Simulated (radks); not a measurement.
# Tb⁴⁹⁺ in [Ne] 3s2 3p4: an all-electron calculation

What are the levels of the terbium ion Tb49+, how large are its shells, and how does its energy divide?

Method: scalar-relativistic Kohn-Sham, BLYP, spin-unpolarised, spherical densities, finite nucleus. Code: radks (a radial shooting solver on a logarithmic mesh, Libxc functionals) version 1.

**1. What is computed**

* element: terbium (Z = 65)
* charge: +49
* electrons: 16
* configuration: [Ne] 3s2 3p4
* nuclear rms radius: 5.06 fm

The outer shells:

Tb⁴⁹⁺
```
[Ne] core
3s [↑↓]
3p [↑↓][↑ ][↑ ]
```

**2. The calculation**

Settings of this run:

```text
Z 65
configuration [Ne] 3s2 3p4 4s0 3d0
relativity scalar-relativistic
functional b88,lyp
spin unpolarised
nucleus finite rms 5.06 fm
c 137.035999084
```

**Question.** What will this run give?

As calculated:

```
                        quantity                 value
                    total energy    -9370.5151 hartree
exchange-correlation share of it                1.51 %
                            −T/E                1.0925
          highest occupied level        3p, -4366.2 eV
    most extended occupied level  3s, <r> = 0.220 bohr
 radius at density 0.001 e/bohr³            0.650 bohr
    maxima of the radial density                     3
         ionisation energy, NIST      4355 (theory) eV
```

What this shows: The radial density shows 3 maxima for 3 occupied principal shells. Relativity lifts −T/E to 1.092. The top level binds by 4366.2 eV, 100 % of the NIST ionisation energy of 4355 eV. Spin polarisation and multiplet splitting are left out. Spin-orbit splitting is averaged out at the scalar-relativistic level.
